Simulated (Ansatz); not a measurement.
# CH2BOSi: the cost of one run

Method: RKS BLYP-D4/def2-SVP, in Ansatz 0.2.0.

### Step 1. The starting structure

Bond lengths: O1–Si2 1.548 Å, Si2–C3 1.838 Å, Si2–B4 1.890 Å, C3–B4 1.467 Å, C3–H5 1.101 Å, B4–H6 1.203 Å. Angles: O1–Si2–C3 139.2°, O1–Si2–B4 174.5°, C3–Si2–B4 46.3°, Si2–C3–B4 68.7°, Si2–C3–H5 148.0°, B4–C3–H5 143.3°, Si2–B4–C3 65.0°, Si2–B4–H6 151.2°, C3–B4–H6 143.8°.

As a file:

```xyz
6

O    -1.0610   -2.4056    0.1054
Si   -0.6588   -0.9145    0.0046
C     0.8519    0.1284    0.1026
B    -0.3424    0.9429   -0.1440
H     1.9423    0.1808    0.2457
H    -0.7320    2.0679   -0.3143
```

### Step 2. End point A

The input, input.yaml:

```yaml
crystal:
  periodic: [false, false, false]
  atoms:
    - { symbol: O, position_ang: [-1.06097, -2.40559, 0.10543] }
    - { symbol: Si, position_ang: [-0.6588, -0.9145, 0.00458] }
    - { symbol: C, position_ang: [0.85187, 0.1284, 0.10255] }
    - { symbol: B, position_ang: [-0.34244, 0.94293, -0.144] }
    - { symbol: H, position_ang: [1.9423, 0.18084, 0.24574] }
    - { symbol: H, position_ang: [-0.73196, 2.06792, -0.3143] }
total_charge: -1
basis:
  gaussian: { orbitals: def2-SVP }
hamiltonian:
  xc: blyp
  dispersion: d4
relax:
  f_tol: 0.02
  max_steps: 50
```

Command:

```sh
> ansatz run input.yaml --threads 1 --pin off --max-ram 2048MiB --backend cpu --events-out ev --progress --plain --runs-dir out
```

What time and memory should one allow on 1 thread of Arm Neoverse V2, shared host?

About 12 s, with a peak of 0.15 GiB.
